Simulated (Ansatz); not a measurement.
Ti3C2:

```xyz
10
Lattice="3.0666 0.0000 0.0000 -1.5333 2.6558 0.0000 0.0000 0.0000 15.1172" Properties=species:S:1:pos:R:3 pbc="T T T"
Ti    0.0000    0.0000    7.5586
Ti    0.0000    0.0000    0.0000
Ti    0.0000    1.7705    9.9187
Ti    1.5333    0.8853    2.3601
Ti    1.5333    0.8853    5.1985
Ti    0.0000    1.7705   12.7570
C     0.0000    1.7705    1.2985
C     1.5333    0.8853    8.8571
C     0.0000    1.7705    6.2601
C     1.5333    0.8853   13.8186
```

The cell comes from a database or a generator and needn't be the stable form of this composition.

Base run:

| Item | Value |
| --- | --- |
| Program | Ansatz 0.2.0 |
| Functional | PBEsol |
| Potentials or basis | Ansatz PAW |
| Cutoff | 420 eV (not typed: the program's choice for these potentials) |
| k mesh | 10 × 10 × 2 |
| Occupations | fermi-dirac, width 0.05 eV |
| Spin | no spin polarisation |
| Hubbard terms | Ti d U = 4 eV |

Its results: band gap on the k mesh none (metal or under the smearing width); pressure 0.1 GPa; largest force 0.146 eV/Å.

Task: The run is repeated on the same cell with these changes: hubbard terms from Ti d U = 4 eV to Ti d U = 3 eV. What comes out?

Result: Band gap on the k mesh none (metal or under the smearing width); pressure -1.3 GPa; largest force 0.196 eV/Å.

Caveats: U without spin polarisation on a metal has little footing; the PAW data sets come from PBE, with cores solved anew for the run's functional, which leaves a small shift of forces and pressure; the U is typed as a test and isn't derived for this compound; the density of states is complete only up to the lowest level of the last band computed.
